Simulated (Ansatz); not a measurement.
# ZnHCl + HCl: a complex and its separated parts

Aim: how far the complex at one end of a reaction step lies below its separated, relaxed parts, level by level.

Program: Ansatz 0.2.0, Gaussian basis. Level of theory: PBE0-D4/def2-TZVP structures, single points in def2-TZVPP, no counterpoise correction. These are calculated values, not measurements.

Levels: SPW92, PBE-D4, BLYP-D4, r2SCAN-D4, B97M-V, PBE0-D4, B3LYP-D4, r2SCAN0-D4, BHLYP-D4, CAM-B3LYP-D4, wB97X-V, wB97M-V, B2PLYP, PBE-QIDH, RPA on PBE, Hartree-Fock, MP2, CCSD, CCSD(T).

Cores are frozen in the correlated methods. The 3s and 3p shells of Cu and Zn are frozen; filled d shells are correlated. B3LYP uses VWN-RPA correlation. B2PLYP carries no dispersion term here.

21 further runs of the same task are left out: 21 set aside as unsound or not needed.

## (1) The starting structure

The complex: 5 atoms, charge 0, spin multiplicity 1.

Atoms are counted from 1 here; the program's logs count them from 0.

Bond lengths: Zn1–Cl3 2.115 Å, Zn1–H5 1.528 Å, Cl2–H4 1.282 Å. Angles: Cl3–Zn1–H5 170.9°.

Geometry (Å):

```mol
Cl2H2Zn
  3D, bonds by distance, orders not assigned

  5  3  0  0  0  0  0  0  0  0999 V2000
   -0.3216    1.0345   -0.3660 Zn  0  0
    0.3644   -1.7300    0.2673 Cl  0  0
   -1.1955    0.5543   -2.2313 Cl  0  0
    0.9002   -1.4688    1.4021 H   0  0
    0.2525    1.6098    0.9280 H   0  0
  1  3  8  0
  1  5  8  0
  2  4  8  0
M  END
```

Its parts: ZnHCl holds atoms 1, 3, 5; HCl holds atoms 2, 4. Each part counts its atoms afresh in its own runs.

## (2) Relaxing ZnHCl alone

Input file relax-a/in.yaml:

```yaml
crystal:
  periodic: [false, false, false]
  atoms:
    - {symbol: Zn, position_ang: [-0.321554, 1.034515, -0.365993]}
    - {symbol: Cl, position_ang: [-1.195498, 0.554330, -2.231321]}
    - {symbol: H, position_ang: [0.252493, 1.609801, 0.927966]}
basis:
  gaussian: {orbitals: def2-TZVP}
hamiltonian: {xc: pbe0, dispersion: d4}
relax: {f_tol: 0.005, max_steps: 200}
```

No record of the launch command was kept for these runs.

The runs that follow: Relaxing HCl alone; wB97M-V/def2-TZVPP; CCSD(T)/def2-TZVPP; Vibrations of ZnHCl; Vibrations of HCl.

What does the calculation give? Wanted: complex less parts, CCSD(T)/def2-TZVPP; with zero-point energy; largest T1 diagnostic.

As calculated:

```
                              quantity         value
complex less parts, CCSD(T)/def2-TZVPP  -10.4 kJ/mol
                with zero-point energy   -7.0 kJ/mol
                 largest T1 diagnostic         0.014
```

What this shows: At CCSD(T) the complex lies 10.4 kJ/mol below its parts. The functionals run from PBE-QIDH, off by -1.2 kJ/mol, to SPW92, off by -14.3 kJ/mol, against CCSD(T). By rung, the mean size of the error is: LDA 14.3, GGA 3.1, meta-GGA 5.0, hybrid 4.2, range-separated hybrid 3.8, double hybrid 2.0 kJ/mol. PBE-D4 gives a relative energy 4.6 kJ/mol too low, an error of 45 % of the reference. No counterpoise was applied, and triple zeta lacks some correlation, so the CCSD(T) reference has a basis error of its own, and close matches with it are partly luck.
